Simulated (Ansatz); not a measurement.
**CH₄BFSe: how energies converge with the basis set**

The task here is to estimate one member of a computed series from the others.

Program: Ansatz 0.2.0, Gaussian basis. Level of theory: one geometry, several basis sets. These are calculated values, not measurements.

Plan: PBE0-D4/def2-SVP; ωB97M-V/def2-SVP; PBE0-D4/def2-QZVPP; ωB97M-V/def2-QZVPP; the functionals' def2-TZVPP values are taken from earlier runs.

### Structure used throughout

The geometry comes from an earlier relaxation with PBE0-D4 in a triple-zeta def2 set; it is a stationary point, not always the lowest conformer.

SMILES `C[Se]BF`, 8 atoms, charge 0, spin multiplicity 1.

Atoms are counted from 1 here; the program's logs count them from 0.

Bond lengths: C1–Se2 1.951 Å, C1–H5 1.088 Å, C1–H6 1.088 Å, C1–H7 1.088 Å, Se2–B3 1.922 Å, B3–F4 1.322 Å, B3–H8 1.198 Å. Angles: Se2–C1–H5 109.1°, Se2–C1–H6 108.7°, Se2–C1–H7 108.8°, H5–C1–H6 110.1°, H5–C1–H7 110.1°, H6–C1–H7 110.1°, C1–Se2–B3 98.6°, Se2–B3–F4 119.1°, Se2–B3–H8 121.2°, F4–B3–H8 119.7°.

As a file:

```mol
CH4BFSe
  3D, bonds by distance, orders not assigned

  8  7  0  0  0  0  0  0  0  0999 V2000
   -0.6168    1.0122   -0.5523 C   0  0
    0.7369    0.6811    0.8126 Se  0  0
    0.8061   -1.2354    0.6884 B   0  0
    1.6342   -1.9022    1.4744 F   0  0
   -0.9421    0.0610   -0.9684 H   0  0
   -1.4578    1.5259   -0.0922 H   0  0
   -0.1823    1.6327   -1.3327 H   0  0
    0.1141   -1.8323   -0.0856 H   0  0
  1  2  8  0
  2  3  8  0
  3  4  8  0
  1  5  8  0
  1  6  8  0
  1  7  8  0
  3  8  8  0
M  END
```

Set-up of the first run:

in.yaml reads:

```yaml
crystal:
  periodic: [false, false, false]
  atoms:
    - {symbol: C, position_ang: [-0.616805, 1.012190, -0.552301]}
    - {symbol: Se, position_ang: [0.736938, 0.681111, 0.812600]}
    - {symbol: B, position_ang: [0.806080, -1.235442, 0.688421]}
    - {symbol: F, position_ang: [1.634158, -1.902184, 1.474440]}
    - {symbol: H, position_ang: [-0.942108, 0.060981, -0.968424]}
    - {symbol: H, position_ang: [-1.457815, 1.525917, -0.092207]}
    - {symbol: H, position_ang: [-0.182278, 1.632695, -1.332715]}
    - {symbol: H, position_ang: [0.114130, -1.832268, -0.085613]}
basis:
  gaussian: {orbitals: def2-SVP}
hamiltonian: {xc: pbe0, dispersion: d4}
output: {orbitals: {seedname: orbitals}}
```

Steps of the session up to this table: PBE0-D4 in def2-SVP; ωB97M-V in def2-SVP; PBE0-D4 in def2-QZVPP; ωB97M-V in def2-QZVPP.

One of the session's tables, all rows but one given; the rest of the session is left out.

It belongs to the step «Density functionals: the series». 

| functional | basis | HOMO (eV) |
| --- | --- | --- |
| PBE0-D4 | def2-SVP | -7.18 |
| PBE0-D4 | def2-TZVPP | -7.26 |
| PBE0-D4 | def2-QZVPP | -7.27 |
| ωB97M-V | def2-SVP | ? |
| ωB97M-V | def2-TZVPP | -9.38 |
| ωB97M-V | def2-QZVPP | -9.40 |

**Question.** Estimate the row for ωB97M-V, def2-SVP.

The run gave: HOMO (eV): -9.28. In the column «HOMO (eV)» it lies between ωB97M-V, def2-TZVPP (-9.38) and PBE0-D4, def2-QZVPP (-7.27).
